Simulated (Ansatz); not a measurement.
**The selenium atom (triplet): the correlation ladder, def2-SVPD**

Aim: climb from Hartree-Fock through coupled cluster for the selenium atom (triplet) at one geometry and basis, and see what each rung misses.

Computed with Ansatz 0.2.0, Gaussian basis. Level: def2-SVPD, core rule «outside noble gas», up to 14 orbitals frozen.

To be run: UHF; CCSD(T) on ROHF; Full CI.

## (1) The atom

A free atom, in its lowest state of this spin that the program finds. No spin-orbit coupling is included. The filled d shell of Se may be among the frozen orbitals whatever the setting's name suggests; the logs give the count.

1 atom, charge 0, spin multiplicity 3.

## (2) UHF

in.yaml reads:

```yaml
crystal:
  periodic: [false, false, false]
  atoms:
    - {symbol: Se, position_ang: [0.000000, 0.000000, 0.000000]}
basis:
  gaussian: {orbitals: def2-SVPD}
magnetization: {spin_polarized: true, initial_magnetization: 2}
hamiltonian: {xc: hf}
output: {orbitals: {seedname: orbitals}}
```

On the command line:

```bash
> ansatz run in.yaml --threads 1 --pin off --events-out ev --progress --plain --max-ram 2393MiB
```

Further steps of the session: CCSD(T) on ROHF; Full CI.

Before running them: what should the planned runs give, taken together? Wanted: FCI below the RHF energy; RMP2 from FCI; RCCSD from FCI; RCCSD(T) from FCI; T1 diagnostic; effectively unpaired electrons.

**Answer**, as computed:

| quantity | value |
| --- | --- |
| FCI below the RHF energy | -2.7285 eV |
| RMP2 from FCI | +491.8 meV |
| RCCSD from FCI | +61.1 meV |
| RCCSD(T) from FCI | +13.2 meV |
| levels within 1 kcal/mol (43 meV) | RCCSD(T) |
| T1 diagnostic | 0.014 |
| effectively unpaired electrons | 2.02 |

RCCSD(T) misses by +13.2 meV, 0.5 % of the correlation energy. One determinant dominates. These misses are within one basis, not against nature.
